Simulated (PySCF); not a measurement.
# OsO2Cl2: forces at shaken geometries

Aim: move all atoms of relaxed OsO2Cl2 at random and read energies and forces. It is a constructed species; whether it can be made isn't addressed.

Computed with PySCF 2.14.0. Level: TPSS, Os def2-SVP with ECP60, O def2-SVP, Cl def2-SVP; scalar-relativistic core potentials, no spin–orbit coupling.

4 further runs of the same task are left out: 1 for a known fault of the program, 1 that didn't finish, 2 set aside as unsound or not needed.

**1. Where the work starts**

5 atoms, charge 0, spin multiplicity 1.

Bond lengths: Os1–O2 1.708 Å, Os1–O3 1.708 Å, Os1–Cl4 2.281 Å, Os1–Cl5 2.281 Å. Angles: O2–Os1–O3 125.9°, O2–Os1–Cl4 109.5°, O2–Os1–Cl5 109.2°, O3–Os1–Cl4 109.2°, O3–Os1–Cl5 109.5°, Cl4–Os1–Cl5 86.4°.

Geometry (Å):

```
Os    0.2625    0.2625    0.0000
O     1.4708    0.1520    1.2018
O     0.1520    1.4708   -1.2018
Cl   -1.7891   -0.0375    0.9517
Cl   -0.0375   -1.7891   -0.9517
```

Formal oxidation states: Os +6. An earlier session relaxed this geometry at TPSS, Os def2-SVP with ECP60, O def2-SVP, Cl def2-SVP (singlet, point group C2v).

Its energy there is -1161.275272 Eh.

**2. Atoms moved at random, σ = 0.06 Å**

run.py (the lines that set the calculation) reads:

```python
mol = gto.M(atom='''
Os     0.25830     0.19986    -0.00679
O      1.48942     0.17388     1.20506
O      0.21288     1.51617    -1.19842
Cl    -1.83463     0.05846     0.88675
Cl    -0.06735    -1.88975    -0.88659''',
    basis={'Os': 'def2-SVP', 'O': 'def2-SVP', 'Cl': 'def2-SVP'},
    ecp={'Os': 'def2-SVP'},
    charge=0, spin=0)
mf = dft.RKS(mol, xc='TPSS')
mf.grids.atom_grid = (50, 194)
mf = mf.density_fit()  # fitting sets: Os def2-universal-JKFIT, O def2-universal-JKFIT, Cl def2-universal-JKFIT
mf.conv_tol = 1e-08; mf.max_cycle = 55
mf.kernel(dm0)  # dm0: the density of the relaxed state
```

On the command line:

```bash
$ OMP_NUM_THREADS=2 python run.py
```

The log of the run:

```text
init E= -1161.21328721958
  HOMO = -0.261753759084527  LUMO = -0.233114187504414  gap/eV = 0.77932
cycle= 1 E= -1161.2591407904  delta_E= -0.0459  |g|= 0.199  |ddm|= 0.438
  HOMO = -0.215371065101807  LUMO = -0.177332605064061  gap/eV = 1.03508
cycle= 2 E= -1161.03080809362  delta_E= 0.228  |g|= 1.02  |ddm|= 0.965
  HOMO = -0.229086862156648  LUMO = -0.195448376592499  gap/eV = 0.91535
cycle= 3 E= -1161.25301494955  delta_E= -0.222  |g|= 0.261  |ddm|= 0.819
  HOMO = -0.238827022193238  LUMO = -0.206422705278159  gap/eV = 0.88177
cycle= 4 E= -1161.26813176339  delta_E= -0.0151  |g|= 0.058  |ddm|= 0.233
  HOMO = -0.238762374731998  LUMO = -0.208334708400312  gap/eV = 0.82798
cycle= 5 E= -1161.26797791296  delta_E= 0.000154  |g|= 0.057  |ddm|= 0.0754
  HOMO = -0.238966362870698  LUMO = -0.20702576674997  gap/eV = 0.86915
cycle= 6 E= -1161.26875138574  delta_E= -0.000773  |g|= 0.0114  |ddm|= 0.0615
  HOMO = -0.23883273660779  LUMO = -0.207190079394945  gap/eV = 0.86104
cycle= 7 E= -1161.2687803826  delta_E= -2.9e-05  |g|= 0.00378  |ddm|= 0.0149
  HOMO = -0.23874255127984  LUMO = -0.207088044477362  gap/eV = 0.86136
cycle= 8 E= -1161.26878483647  delta_E= -4.45e-06  |g|= 0.000652  |ddm|= 0.00549
  HOMO = -0.238742853852885  LUMO = -0.207076688660231  gap/eV = 0.86168
cycle= 9 E= -1161.26878495652  delta_E= -1.2e-07  |g|= 0.000125  |ddm|= 0.000811
  HOMO = -0.238742858103065  LUMO = -0.207073050598706  gap/eV = 0.86178
cycle= 10 E= -1161.26878496116  delta_E= -4.64e-09  |g|= 3.35e-05  |ddm|= 0.000164
  HOMO = -0.238737854959641  LUMO = -0.2070695539581  gap/eV = 0.86174
Extra cycle  E= -1161.26878495237  delta_E= 8.8e-09  |g|= 0.000209  |ddm|= 0.000169
converged SCF energy = -1161.26878495237
```

It took 3.8 s on 2 threads of Arm Neoverse V2, shared host.

Result: E = -1161.268785 Eh (+0.177 eV from the relaxed state), HOMO -6.50 eV, LUMO -5.63 eV, Mulliken charge on Os1 +0.87 e, largest force component 2.800 eV/Å. The gap is small, and the closed shell wasn't tested for a lower spin-broken solution.

| atom | Fx | Fy | Fz (eV/Å) |
| --- | --- | --- | --- |
| Os1 | 1.056 | 2.800 | -1.066 |
| O2 | -1.024 | -0.335 | -0.761 |
| O3 | -0.082 | -2.437 | 1.779 |
| Cl4 | 0.102 | -0.174 | -0.016 |
| Cl5 | -0.052 | 0.146 | 0.063 |

**3. Atoms moved at random, σ = 0.1 Å**

run.py (the lines that set the calculation) reads:

```python
mol = gto.M(atom='''
Os     0.30515     0.38339    -0.03170
O      1.38391     0.10431     1.14606
O      0.07161     1.40978    -1.20437
Cl    -1.68468     0.00674     0.75578
Cl    -0.01738    -1.84560    -0.66577''',
    basis={'Os': 'def2-SVP', 'O': 'def2-SVP', 'Cl': 'def2-SVP'},
    ecp={'Os': 'def2-SVP'},
    charge=0, spin=0)
mf = dft.RKS(mol, xc='TPSS')
mf.grids.atom_grid = (50, 194)
mf = mf.density_fit()  # fitting sets: Os def2-universal-JKFIT, O def2-universal-JKFIT, Cl def2-universal-JKFIT
mf.conv_tol = 1e-08; mf.max_cycle = 55
mf.kernel(dm0)  # dm0: the density of the relaxed state
```

On the command line:

```bash
$ OMP_NUM_THREADS=2 python run.py
```

The log of the run:

```text
init E= -1161.34196825357
  HOMO = -0.221662974019593  LUMO = -0.157158088243964  gap/eV = 1.75527
cycle= 1 E= -1161.21588030843  delta_E= 0.126  |g|= 0.166  |ddm|= 0.827
  HOMO = -0.253606755465237  LUMO = -0.183647677483671  gap/eV = 1.90368
cycle= 2 E= -1161.11579753446  delta_E=  0.1  |g|= 0.724  |ddm|= 0.701
  HOMO = -0.243967120589153  LUMO = -0.176011822310902  gap/eV = 1.84916
cycle= 3 E= -1161.21920861901  delta_E= -0.103  |g|= 0.118  |ddm|= 0.547
  HOMO = -0.240768528905387  LUMO = -0.172673815490677  gap/eV = 1.85295
cycle= 4 E= -1161.22084893256  delta_E= -0.00164  |g|= 0.0856  |ddm|= 0.173
  HOMO = -0.244037685228173  LUMO = -0.176686486736372  gap/eV = 1.83272
cycle= 5 E= -1161.22233170279  delta_E= -0.00148  |g|= 0.0225  |ddm|= 0.0754
  HOMO = -0.24372873081743  LUMO = -0.176122139775613  gap/eV = 1.83967
cycle= 6 E= -1161.22241328229  delta_E= -8.16e-05  |g|= 0.0094  |ddm|= 0.0228
  HOMO = -0.243503450742335  LUMO = -0.175806434095442  gap/eV = 1.84213
cycle= 7 E= -1161.22243415179  delta_E= -2.09e-05  |g|= 0.00277  |ddm|= 0.011
  HOMO = -0.243377107464542  LUMO = -0.175784786552789  gap/eV = 1.83928
cycle= 8 E= -1161.2224361672  delta_E= -2.02e-06  |g|= 0.000371  |ddm|= 0.00354
  HOMO = -0.243389564345664  LUMO = -0.175782681469139  gap/eV = 1.83968
cycle= 9 E= -1161.22243620406  delta_E= -3.69e-08  |g|= 8.14e-05  |ddm|= 0.000554
  HOMO = -0.243388460351896  LUMO = -0.175783726343434  gap/eV = 1.83962
cycle= 10 E= -1161.22243620561  delta_E= -1.55e-09  |g|= 1.51e-05  |ddm|= 9.93e-05
  HOMO = -0.243389523975793  LUMO = -0.175784350037124  gap/eV = 1.83963
Extra cycle  E= -1161.22243620495  delta_E= 6.58e-10  |g|= 5.57e-05  |ddm|= 6.7e-05
converged SCF energy = -1161.22243620495
```

Wall time 3.8 s (2 threads of Arm Neoverse V2, shared host).

It gives: E = -1161.222436 Eh (+1.438 eV from the relaxed state), HOMO -6.62 eV, LUMO -4.78 eV, Mulliken charge on Os1 +0.85 e, largest force component 8.478 eV/Å. 

| atom | Fx | Fy | Fz (eV/Å) |
| --- | --- | --- | --- |
| Os1 | -2.668 | -8.478 | 2.146 |
| O2 | 5.294 | 0.156 | 4.967 |
| O3 | -0.601 | 7.722 | -7.964 |
| Cl4 | -2.458 | 0.167 | 1.336 |
| Cl5 | 0.432 | 0.433 | -0.486 |

**4. Atoms moved at random, σ = 0.06 Å**

run.py (the lines that set the calculation) reads:

```python
mol = gto.M(atom='''
Os     0.28832     0.28377     0.03047
O      1.51555     0.06764     1.20326
O      0.12571     1.31980    -1.21476
Cl    -1.80736     0.09581     1.00353
Cl    -0.06360    -1.70841    -1.02251''',
    basis={'Os': 'def2-SVP', 'O': 'def2-SVP', 'Cl': 'def2-SVP'},
    ecp={'Os': 'def2-SVP'},
    charge=0, spin=0)
mf = dft.RKS(mol, xc='TPSS')
mf.grids.atom_grid = (50, 194)
mf = mf.density_fit()  # fitting sets: Os def2-universal-JKFIT, O def2-universal-JKFIT, Cl def2-universal-JKFIT
mf.conv_tol = 1e-08; mf.max_cycle = 55
mf.kernel(dm0)  # dm0: the density of the relaxed state
```

On the command line:

```bash
$ OMP_NUM_THREADS=2 python run.py
```

The log of the run:

```text
init E= -1161.28180203938
  HOMO = -0.238431203252214  LUMO = -0.181165885467655  gap/eV = 1.55827
cycle= 1 E= -1161.24863522348  delta_E= 0.0332  |g|= 0.275  |ddm|= 0.585
  HOMO = -0.239370979562063  LUMO = -0.200727708771993  gap/eV = 1.05154
cycle= 2 E= -1160.66361476877  delta_E= 0.585  |g|= 1.74  |ddm|= 1.34
  HOMO = -0.234523921162551  LUMO = -0.180030364315605  gap/eV = 1.48285
cycle= 3 E= -1161.25313785103  delta_E= -0.59  |g|= 0.238  |ddm|= 1.11
  HOMO = -0.242223724719466  LUMO = -0.183120805821042  gap/eV = 1.60827
cycle= 4 E= -1161.26211534894  delta_E= -0.00898  |g|= 0.118  |ddm|= 0.225
  HOMO = -0.241042197603536  LUMO = -0.182206574930667  gap/eV = 1.60100
cycle= 5 E= -1161.26453701354  delta_E= -0.00242  |g|= 0.0303  |ddm|= 0.0813
  HOMO = -0.241472695408188  LUMO = -0.182813416551692  gap/eV = 1.59620
cycle= 6 E= -1161.26473088463  delta_E= -0.000194  |g|= 0.0119  |ddm|= 0.0385
  HOMO = -0.240849177001987  LUMO = -0.181904073714362  gap/eV = 1.60398
cycle= 7 E= -1161.2647654745  delta_E= -3.46e-05  |g|= 0.00374  |ddm|= 0.0157
  HOMO = -0.240847218105947  LUMO = -0.1819238380704  gap/eV = 1.60339
cycle= 8 E= -1161.26476977315  delta_E= -4.3e-06  |g|= 0.00063  |ddm|= 0.00489
  HOMO = -0.240839655108126  LUMO = -0.181918949836627  gap/eV = 1.60331
cycle= 9 E= -1161.26476987807  delta_E= -1.05e-07  |g|= 0.000148  |ddm|= 0.000904
  HOMO = -0.240845437920346  LUMO = -0.181923705301884  gap/eV = 1.60334
cycle= 10 E= -1161.26476988441  delta_E= -6.34e-09  |g|= 2.94e-05  |ddm|= 0.000195
  HOMO = -0.24084406142925  LUMO = -0.181923049329768  gap/eV = 1.60332
Extra cycle  E= -1161.26476988009  delta_E= 4.33e-09  |g|= 0.000146  |ddm|= 0.000131
converged SCF energy = -1161.26476988009
```

Run time: 3.8 s. Hardware: 2 threads of Arm Neoverse V2, shared host.

It gives: E = -1161.264770 Eh (+0.286 eV from the relaxed state), HOMO -6.55 eV, LUMO -4.95 eV, Mulliken charge on Os1 +0.88 e, largest force component 3.848 eV/Å. 

| atom | Fx | Fy | Fz (eV/Å) |
| --- | --- | --- | --- |
| Os1 | -0.748 | -3.848 | 3.460 |
| O2 | 0.384 | 0.248 | 0.174 |
| O3 | -0.062 | 3.777 | -3.710 |
| Cl4 | 0.466 | -0.044 | -0.140 |
| Cl5 | -0.039 | -0.132 | 0.215 |

**5. The displacements side by side**

| σ (Å) | energy rise (eV) | harmonic estimate −½ F·u (eV) | largest force component (eV/Å) |
| --- | --- | --- | --- |
| 0.06 | 0.177 | 0.170 | 2.80 |
| 0.1 | 1.438 | 1.509 | 8.48 |
| 0.06 | 0.286 | 0.283 | 3.85 |

Every displacement raises the energy. For a harmonic well the rise equals −½ F·u; the two differ by at most 5 % here (a move with σ = 0.1 Å), from anharmonicity, the grid and the small forces left at the relaxed point. These are double-zeta-type bases without diffuse functions. Spin–orbit coupling is left out.
